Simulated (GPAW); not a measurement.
Set up this calculation in GPAW 26.7.0, as an ASE script.

- Task: band structure
- Functional: optB88-vdW
- Potentials or basis: GPAW PAW data sets (gpaw-data 1.2.1)
- Cutoff: 600 eV
- Basis: pw
- k mesh: 9 × 9 × 7
- Occupations: fermi-dirac, width 0.05 eV
- Spin: no spin polarisation
- Maxiter: 150
- older calculator (legacy_gpaw): yes
- Band path: GMKGALHA,LM,KH
- Band points: 60

The structure of SiSe lies in POSCAR:

```
SiSe
1.0
    3.5951980377      0.0000000000      0.0000000000
   -1.7975990189      3.1135328323      0.0000000000
    0.0000000000      0.0000000000      3.5987300000
Si Se
1 1
Direct
    0.6666700000      0.3333300000      0.5000000000
    0.0000033333     -0.0000033333      0.0000000000
```

The cell was built by a generator and needn't be a form met in nature.

These files were run (other wordings do the same):

run.py

```python
from ase.dft.bandgap import bandgap
from ase.io import read, write
from gpaw import GPAW, PW

atoms = read('POSCAR')

calc = GPAW(mode=PW(600),
            xc={'name': 'optB88-vdW', 'backend': 'libvdwxc'},
            kpts={'size': (9, 9, 7), 'gamma': True},
            occupations={'name': 'fermi-dirac', 'width': 0.05},
            nbands=13,
            convergence={'density': 1e-05, 'energy': 1e-05},
            maxiter=150,
            legacy_gpaw=True,
            txt='gpaw.txt')
atoms.calc = calc
energy = atoms.get_potential_energy()
forces = atoms.get_forces()
calc.write('gs.gpw')
write('result.traj', atoms)
print(f'Energy: {energy:.6f} eV')
print('Forces (eV/A):')
print(forces.round(4))
print('Fermi level:', round(calc.get_fermi_level(), 4), 'eV')
print(f'Gap: {bandgap(calc)[0]:.4f} eV, direct: {bandgap(calc, direct=True)[0]:.4f} eV')

path = atoms.cell.bandpath('GMKGALHA,LM,KH', npoints=60, eps=1e-4)
bs_calc = calc.fixed_density(kpts=path, symmetry='off', nbands=23,
                             convergence={'bands': 'CBM+6.0', 'eigenstates': 1e-6}, txt='bands.txt')
bs = bs_calc.band_structure()
bs.write('bs.json')
print(f'Gap on the path: {bandgap(bs_calc)[0]:.4f} eV')
```

Potentials or basis: GPAW PAW data sets (gpaw-data 1.2.1), pw.

Launch:

```sh
$ OMP_NUM_THREADS=1 python run.py
```

Results of the run:

```yaml
Band_gap_along_the_path: none (metal or under the smearing width)
```

Caveat: with rounded positions the older calculator's symmetry can spoil forces and stress; the PAW data sets were made with another functional, which shifts forces and pressure a little.

It took 21 s on 1 thread of Intel(R) Xeon(R) 6975P-C (Granite Rapids) (shared host), peak memory 0.26 GiB.
